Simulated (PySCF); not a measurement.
**A diatomic session: ZrCl**

What are the lowest state that PBE0 finds, the bond length, vibrational wavenumber and bond energy of ZrCl, and how much do these hang on the method?

Method: Zr def2-TZVPP with ECP28, Cl def2-TZVPP, scalar-relativistic core potentials; program: PySCF 2.14.0.

## Step 1: Input

Settings of the job:

```
atoms                         : Zr, Cl
charge                        : 0
basis                         : Zr def2-TZVPP with ECP28, Cl def2-TZVPP
Hamiltonian                   : scalar-relativistic core potentials
basis functions               : 98
electrons treated             : 29
masses in u                   : 89.9047, 34.9689
levels                        : PBE0, PBE, r²SCAN, M06, B2PLYP, MN15, PBEsol, CAM-B3LYP, HF, MP2, SCS-MP2, CCSD, CCSD(T)
grid                          : 80 radial by 434 angular points
occupations                   : held fixed by the projection of orbital angular momentum
dissociation limit            : Zr + Cl, each in its ground configuration
starting distance in angstrom : 2.375
values of 2S to try           : 1, 3, 5
```

On the command line:

```sh
> OMP_NUM_THREADS=2 python dia.py task.json out
```

After this run come: PBE0 along the bond; Other states along the same grid; PBE (GGA); r²SCAN (meta-GGA); M06; B2PLYP (double hybrid); MN15 (hybrid meta-GGA); PBEsol (GGA); CAM-B3LYP; UHF; Correlated methods on the Hartree–Fock reference.

Before running it: what results should come out? Wanted: for each run, Re; ωe; De; μ.

As calculated:

Lowest PBE0 solution found, without spin–orbit coupling: ⁴Σ⁻ (quartet), unpaired electrons σ ↑, δ ↑↑. State 2 has its PBE0 minimum 0.03 eV higher. State 3 has its PBE0 minimum 0.04 eV higher. State 4 has its PBE0 minimum 0.10 eV higher, as a spin-mixed determinant (⟨S²⟩ = 1.29), so this is no gap between pure states. The other levels ran on the lowest alone.

```tsv
level	Re (Å)	ωe (cm⁻¹)	De (eV)	μ (D)
UHF	2.407	362	3.71	-4.71
UHF-MP2	2.326	396	4.75	n/a
UHF-SCS-MP2	2.347	387	4.26	n/a
UHF-CCSD	2.351	387	4.32	n/a
UHF-CCSD(T)	2.345	390	4.40	n/a
PBE	2.322	389	5.09	-3.45
PBEsol	2.299	402	5.43	-3.29
r²SCAN	2.329	390	5.18	-4.17
PBE0	2.324	391	4.92	-3.97
M06	2.326	394	4.29	-3.83
MN15	2.320	395	4.91	-4.00
CAM-B3LYP	2.343	386	4.48	-4.03
B2PLYP	2.339	387	4.45	-4.22
```

De is counted to Zr + Cl in their ground configurations. A positive dipole means Zr(−)Cl(+).

Differences from CCSD(T) in the same basis:

```tsv
level	Re (mÅ)	ωe (%)
UHF	+62	-7.1
UHF-MP2	-19	+1.6
UHF-SCS-MP2	+2	-0.7
UHF-CCSD	+7	-0.7
PBE	-23	-0.2
PBEsol	-46	+3.2
r²SCAN	-16	+0.1
PBE0	-21	+0.4
M06	-19	+1.1
MN15	-25	+1.3
CAM-B3LYP	-2	-1.0
B2PLYP	-6	-0.6
```

Against CCSD(T) in the same basis, the bond length is nearest at UHF-SCS-MP2 and CAM-B3LYP (2 mÅ off) and farthest at UHF (+62 mÅ); the wavenumber is nearest at r²SCAN (+0.1 %) and farthest at UHF (-7.1 %). Among the levels with a De in the table, it runs from 3.71 eV (UHF) to 5.43 eV (PBEsol).

Correlated steps freeze 5 core orbitals. B2PLYP dipoles, levels and charges come from its SCF part alone. The state is the lowest single determinant that the PBE0 search found; with open d or f shells the true ground state can be another one. Spin–orbit coupling is left out.
